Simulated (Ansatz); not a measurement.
**The bismuth atom: how energies converge with the basis set**

The task here is to estimate one member of a computed series from the others.

Computed with Ansatz 0.2.0, Gaussian basis. Level: one geometry, several basis sets.

Levels to be run: PBE0/def2-SVP; ωB97M-V/def2-SVP; PBE0/def2-QZVPP; ωB97M-V/def2-QZVPP; the functionals' def2-TZVPP values are taken from earlier runs.

### The atom

SMILES `[Bi]`, 1 atom, charge 0, spin multiplicity 4.

Bi takes the def2 core potential; no spin-orbit term is included.

Set-up of the first run:

in.yaml

```yaml
crystal:
  periodic: [false, false, false]
  atoms:
    - {symbol: Bi, position_ang: [0.000000, 0.000000, 0.000000]}
basis:
  gaussian: {orbitals: def2-SVP}
magnetization: {spin_polarized: true, initial_magnetization: 3}
hamiltonian: {xc: pbe0}
output: {orbitals: {seedname: orbitals}}
```

Among the steps run: PBE0 in def2-SVP; ωB97M-V in def2-SVP; PBE0 in def2-QZVPP; ωB97M-V in def2-QZVPP.

One of the session's tables, all rows but one given; the rest of the session is left out.

It belongs to the step «Density functionals: the series». 

```
functional       basis  HOMO (eV)  LUMO (eV)
      PBE0    def2-SVP          ?          ?
      PBE0  def2-TZVPP      -6.20      -2.45
      PBE0  def2-QZVPP      -6.20      -2.45
   ωB97M-V    def2-SVP      -8.12      -0.51
   ωB97M-V  def2-TZVPP      -8.18      -0.76
   ωB97M-V  def2-QZVPP      -8.19      -0.81
```

Estimate the missing values for PBE0, def2-SVP.

**Answer.** HOMO (eV): -6.16; LUMO (eV): -2.36. In the column «HOMO (eV)» it is the highest.
